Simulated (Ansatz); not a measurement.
# Sc3TlB: relaxation and properties

This session takes Sc3TlB and sets out to find the equilibrium cell, compute bands, density of states and charges and fit an equation of state.

Computed with Ansatz 0.2.0 (DFT PBEsol, scalar-relativistic, plane waves, PAW, unless a step's input says otherwise).

### Step 1. The starting structure

It takes space group Pm-3m (No. 221, cubic). The conventional cell has a = 4.520 Å, b = 4.520 Å, c = 4.520 Å, α = 90.00°, β = 90.00°, γ = 90.00°. Sc (site symmetry 4/mmm) has 2 B at 2.26 Å as nearest neighbours. Tl (site symmetry m-3m) has 12 Sc at 3.20 Å as nearest neighbours. B (site symmetry m-3m) has 6 Sc at 2.26 Å as nearest neighbours.

Coordinates:

```
CELL_PARAMETERS angstrom
4.52000 0.00000 0.00000
0.00000 4.52000 0.00000
0.00000 0.00000 4.52000
ATOMIC_POSITIONS crystal
Sc 0.00000 0.50000 0.50000
Sc 0.50000 0.00000 0.50000
Sc 0.50000 0.50000 0.00000
Tl 0.00000 0.00000 0.00000
B 0.50000 0.50000 0.50000
```

Source of the structure: the Crystallography Open Database.

(A quick probe on a coarse mesh, which set the mesh and smearing, is not shown.)

### Step 3. Relaxing cell and atoms

Contents of input.yaml:

```yaml
crystal:
  lattice:
    - [4.52, 0.0, 0.0]
    - [0.0, 4.52, 0.0]
    - [0.0, 0.0, 4.52]
  atoms:
    - { symbol: Sc, position: [0.0, 0.5, 0.5] }
    - { symbol: Sc, position: [0.5, 0.0, 0.5] }
    - { symbol: Sc, position: [0.5, 0.5, 0.0] }
    - { symbol: Tl, position: [0.0, 0.0, 0.0] }
    - { symbol: B, position: [0.5, 0.5, 0.5] }
basis:
  ecutwfc: 420
kpoints:
  mp_grid: { grid: [8, 8, 8] }
hamiltonian:
  xc: pbesol
scf:
  occupations: { method: gaussian, width: 0.1 }
output:
  forces: true
  stress: true
  eigenvalues: true
  write_density: true
  write_potential: true
  elf: true
  volumetric_format: npy
relax:
  adjacent_minimum: "off"
  f_tol: 0.005
  max_steps: 80
  cell: { stress_tol: 0.05 }
```

Run with:

```sh
> ansatz run input.yaml --threads 1 --pin off --max-ram 2560MiB --backend cpu --events-out ev --progress --plain --runs-dir out
```

The session goes on with these runs: bands, states and charges; point at V/V0 = 0.97; the cell scaled to 1.03 of its volume; the cell scaled to 0.94 of its volume; point at V/V0 = 1.06.

Before running it: what results should come out? Wanted: relaxed cell; volume; formation energy; gap; states at the Fermi level; Bader charges; equilibrium volume of the fit; bulk modulus.

As calculated:

| quantity | value |
| --- | --- |
| relaxed cell | a = 4.632 Å, b = 4.632 Å, c = 4.632 Å, α = 90.00°, β = 90.00°, γ = 90.00° |
| space group (0.01 Å) | Pm-3m (No. 221) |
| volume | 19.88 Å³/atom |
| formation energy (elements from runs with the same settings, not shown) | -0.39 eV/atom |
| gap | none (metal) |
| states at the Fermi level | 4.43 per eV per cell |
| Bader charges | Sc +1.39, Tl -1.88, B -2.28 e |
| equilibrium volume of the fit | 19.88 Å³/atom |
| bulk modulus | 83 GPa |
| its pressure derivative | 3.9 |

The relaxed volume is 7.6 % larger than at the start. Bands cross the Fermi level: a metal at this level of theory. Of the projected weight within 0.25 eV of the Fermi level, the largest part is Sc 3d (65 %) and Tl 6p (23 %). Charge transfer between the atoms is strong (Bader charges up to 2.3 e). The fit puts the minimum at 19.88 Å³/atom with B = 83 GPa and B' = 3.9. These runs have no spin-orbit coupling; with Tl it would split and shift bands.
